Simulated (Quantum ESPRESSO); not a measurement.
Runs of Quantum ESPRESSO 7.5 on Ta. The cell holds a sheet with vacuum, 2 atoms: a = 2.719 Å, b = 2.719 Å, c = 28.487 Å, α = 90.00°, β = 90.00°, γ = 90.00°. The cell was built by a generator and needn't be a form met in nature.

```tsv
level	potentials or basis	cutoff (eV)	smearing	real-space augmentation (tqr)	gap on the mesh (eV)	largest force (eV/Å)	work function (eV)
PBEsol	GBRV 1.5 PBEsol	680	cold 0.136 eV	yes	none	0.42	4.73
PBE+D3(BJ)	GBRV 1.5 PBE	680	methfessel-paxton 0.1 eV	yes	none	(a)	4.61
vdW-DF-cx	PseudoDojo 0.4 SR PBE stringent	1796	cold 0.2 eV	-	none	0.52	4.81
PBEsol	GBRV 1.5 PBEsol	680	methfessel-paxton 0.2 eV	yes	none	0.42	4.73
```

Alike in all rows: task work function; no spin polarisation; cell as given; k mesh 10 × 10 × 1.

Problem. Estimate the missing entries.

Solution. (a) 0.16.

Caveats: real space augmentation costs some meV and hundredths of eV per Å (some runs); the potentials were made for another functional, which shifts forces and pressure (some runs).

A k mesh can miss the band edges, and the runs leave out spin-orbit coupling on Ta.

A gap of «none» marks a metal or a gap under the smearing width.

The runs don't all hold the same shells in valence.
